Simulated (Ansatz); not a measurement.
**MoPd4: one candidate structure**

Where does MoPd4 go from the start given, structure listed in a database for this formula (R-3m, No. 166)?

Computed with Ansatz 0.2.0 (DFT r2SCAN, scalar-relativistic, plane waves, PAW, unless a step's input says otherwise).

**1. The starting structure**

Symmetry: R-3m, No. 166, trigonal system. The conventional cell has a = 2.796 Å, b = 2.796 Å, c = 34.264 Å, α = 90.00°, β = 90.00°, γ = 120.00°. Mo (site symmetry -3m) is surrounded by 6 Pd at 2.75 Å and 6 Mo at 2.80 Å. Around Pd (site symmetry 3m) lie 3 Mo at 2.75 Å and 9 Pd at 2.80 to 2.84 Å. Pd (site symmetry 3m) is surrounded by 12 Pd at 2.80 to 2.84 Å.

Coordinates:

```
CELL_PARAMETERS angstrom
1.39793 0.80709 11.42130
-1.39793 0.80709 11.42130
0.00000 -1.61419 11.42130
ATOMIC_POSITIONS crystal
Mo 0.00000 0.00000 0.00000
Pd 0.39822 0.39822 0.39822
Pd 0.79960 0.79960 0.79960
Pd 0.20040 0.20040 0.20040
Pd 0.60178 0.60178 0.60178
```

(A quick probe on a coarse mesh, which set the mesh and smearing, is not shown.)

**3. Coarse relaxation**

input.yaml

```yaml
crystal:
  lattice:
    - [1.3979281379, 0.8070941867, 11.4213015843]
    - [-1.3979281379, 0.8070941867, 11.4213015843]
    - [0.0, -1.6141883735, 11.4213015843]
  atoms:
    - { symbol: Mo, position: [0.0, 0.0, 0.0] }
    - { symbol: Pd, position: [0.398221, 0.398221, 0.398221] }
    - { symbol: Pd, position: [0.799599, 0.799599, 0.799599] }
    - { symbol: Pd, position: [0.200401, 0.200401, 0.200401] }
    - { symbol: Pd, position: [0.601779, 0.601779, 0.601779] }
basis:
  ecutwfc: 500
kpoints:
  mp_grid: { grid: [6, 6, 6] }
hamiltonian:
  xc: r2scan
scf:
  occupations: { method: gaussian, width: 0.1 }
  lower_state_search: "off"
output:
  forces: true
  stress: true
  eigenvalues: true
relax:
  adjacent_minimum: "off"
  f_tol: 0.04
  max_steps: 70
  cell: { stress_tol: 0.4 }
```

Command:

```bash
$ ansatz run input.yaml --threads 4 --pin off --max-ram 10240MiB --backend cpu --events-out ev --progress --plain --runs-dir out
```

Further runs follow: the relaxation.

Q: Predict the outcome of this session.

The runs gave:

Formation energies count from the elements, computed with the same settings in runs not shown here.

```
                          quantity                                                                        value
               cell (conventional)  a = 2.764 Å, b = 2.764 Å, c = 33.938 Å, α = 90.00°, β = 90.00°, γ = 120.00°
                       space group                                                               R-3m (No. 166)
                            volume                                                                14.97 Å³/atom
                   gap on the mesh                                                                 none (metal)
formation energy from the elements                                                               -0.019 eV/atom
```

**Reading.** The space group stayed R-3m, and from the first guess the volume went from 15.46 to 14.97 Å³/atom. With -0.02 eV/atom it lies under the elements, which doesn't yet make it stable against other compounds of them.
